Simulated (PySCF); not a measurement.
# C3H7AlN2: the cost of one run

The runs use PySCF 2.14.0, with density-fitted response routines of our own; the level of theory stands in each step. All values are computed, except where a source is named. Atoms are numbered from 0 throughout.

### Step 1. The molecule as given

13 atoms, charge 0, multiplicity 1; geometry from: GFN2-xTB. The atoms were then displaced at random by about 0.01 Å, so the start is not that level's minimum.

Bonds of the start (Å): C0–N1 1.21, N1–Al2 1.78, Al2–N3 2.05, N3–C4 1.11, C4–C5 1.43, C0–H6 1.11, C0–H7 1.11, Al2–H8 1.52, Al2–H9 1.59, C5–H10 1.08, C5–H11 1.09, C5–H12 1.07.

### Step 2. Relaxing the molecule at PBE0-D3(BJ)/def2-SVP

What the job is given:

```
{"job": {"xc": "PBE0", "basis": "def2-SVP", "d3": "d3bj", "grid": 1, "shake": 0.01, "kind": "geom"}, "charge": 0, "multiplicity": 1}
C     -2.881600     0.410570    -0.400250
N     -1.955120    -0.355710    -0.548410
Al    -0.762490    -1.662420    -0.760490
N      0.885800    -0.449410    -0.803460
C      1.592360     0.226840    -0.269900
C      2.525300     1.093130     0.391690
H     -3.046470     1.021120     0.512220
H     -3.637820     0.619590    -1.190070
H     -0.669490    -2.439570    -2.066310
H     -0.311990    -2.406210     0.564830
H      3.025370     1.713960    -0.330530
H      2.005080     1.718410     1.115930
H      3.236870     0.492820     0.913180
```

Command:

```console
$ OMP_NUM_THREADS=1 python probes_run.py task.json out
```

The driver reads the jobs from task.json and runs them one after another.

Q: Estimate the wall time and peak memory of this first job on 1 thread of Arm Neoverse V2, shared host.

About 76 s, with a peak of 0.52 GiB.
